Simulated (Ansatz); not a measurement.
# AlGaH (doublet): from Hartree-Fock to the top rungs at scale of all distances = 1.516, 6-31G

Aim: climb from Hartree-Fock through coupled cluster and multireference methods for AlGaH (doublet) at one geometry and basis, and see what each rung misses.

Method: 6-31G, core rule «outside noble gas», up to 19 orbitals frozen; program: Ansatz 0.2.0, Gaussian basis.

Plan: UHF; CCSD(T) on ROHF; CCSD(T) on UHF; BCCD(T) on ROHF; CISD; CCSDT(Q) on ROHF; CCSDT(Q) on UHF; CASSCF and MRCISD+Q, 3 electrons in 3 orbitals; CASSCF and NEVPT2, 3 electrons in 3 orbitals; CASSCF and MRCISD+Q, 7 electrons in 9 orbitals; CASSCF and NEVPT4(SD), 7 electrons in 9 orbitals; CASSCF and NEVPT2, 7 electrons in 9 orbitals; Full CI.

21 further runs of the same task are left out: 2 for a known fault of the program, 12 that didn't finish, 7 set aside as unsound or not needed.

## 1. What is computed

The geometry derives from a PBE0/def2-TZVP stationary point (not a proven minimum). All distances are scaled together. No spin-orbit coupling is included. The filled d shell of Ga may be among the frozen orbitals whatever the setting's name suggests; the logs give the count.

3 atoms, charge 0, spin multiplicity 2.

Atoms are counted from 1 here; the program's logs count them from 0.

No contacts short enough for the rule that draws bonds.

Coordinates:

```
Al    0.0000    0.0000    0.5299
Ga    0.0000    0.0000   -3.5185
H     0.0000    0.0000    2.9886
```

## 2. UHF

in.yaml reads:

```yaml
crystal:
  periodic: [false, false, false]
  atoms:
    - {symbol: Al, position_ang: [0.000000, 0.000000, 0.529943]}
    - {symbol: Ga, position_ang: [0.000000, 0.000000, -3.518535]}
    - {symbol: H, position_ang: [0.000000, 0.000000, 2.988592]}
basis:
  gaussian: {orbitals: 6-31G}
magnetization: {spin_polarized: true, initial_magnetization: 1}
hamiltonian: {xc: hf}
output: {orbitals: {seedname: orbitals}}
```

Run with:

```console
ansatz run in.yaml --threads 1 --pin off --events-out ev --progress --plain --max-ram 2393MiB
```

The runs that follow: CCSD(T) on ROHF; CCSD(T) on UHF; BCCD(T) on ROHF; CISD; CCSDT(Q) on ROHF; CCSDT(Q) on UHF; CASSCF and MRCISD+Q, 3 electrons in 3 orbitals; CASSCF and NEVPT2, 3 electrons in 3 orbitals; CASSCF and MRCISD+Q, 7 electrons in 9 orbitals; CASSCF and NEVPT4(SD), 7 electrons in 9 orbitals; CASSCF and NEVPT2, 7 electrons in 9 orbitals; Full CI.

**Question.** What will the summary of the whole plan be? Wanted: FCI below the RHF energy; RMP2 from FCI; UMP2 from FCI; RCCSD from FCI; RCCSD(T) from FCI; UCCSD(T) from FCI; RCCSDT(Q) from FCI; UCCSDT(Q) from FCI; NEVPT2 pair from FCI.

As calculated:

| quantity | value |
| --- | --- |
| FCI below the RHF energy | -2.5202 eV |
| RMP2 from FCI | +23.33 kcal/mol |
| UMP2 from FCI | +23.36 kcal/mol |
| RCCSD from FCI | +1.06 kcal/mol |
| RCCSD(T) from FCI | +0.45 kcal/mol |
| UCCSD(T) from FCI | +0.44 kcal/mol |
| RCCSDT(Q) from FCI | +0.03 kcal/mol |
| UCCSDT(Q) from FCI | +0.02 kcal/mol |
| NEVPT2 pair from FCI | +15.91 kcal/mol |
| MRCISD+Q pair from FCI | -1.24 kcal/mol |
| NEVPT2 valence from FCI | +3.55 kcal/mol |
| levels within 1 kcal/mol (43 meV) | RCCSD(T), UCCSD(T), BCCD(T), RCCSDT, UCCSDT, RCCSDT(Q), UCCSDT(Q), NEVPT4(SD) valence, MRCISD valence, MRCISD+Q valence |
| T1 diagnostic | 0.029 |
| effectively unpaired electrons | 1.21 |

What this shows: RCCSD(T) lands +0.45 kcal/mol from the yardstick (0.8 % of the correlation energy). MRCISD+Q pair falls below full CI: the +Q correction isn't variational, and the cores differ from full CI's. The occupations show some static correlation. Of the multireference levels listed MRCISD+Q valence comes nearest in total energy (+0.33 kcal/mol), which doesn't show that its space is the better one. Coupled cluster took another determinant than the lowest Hartree-Fock one. These misses are within one basis, not against nature; the frozen cores of restricted and unrestricted runs differ, which can shift their rows.
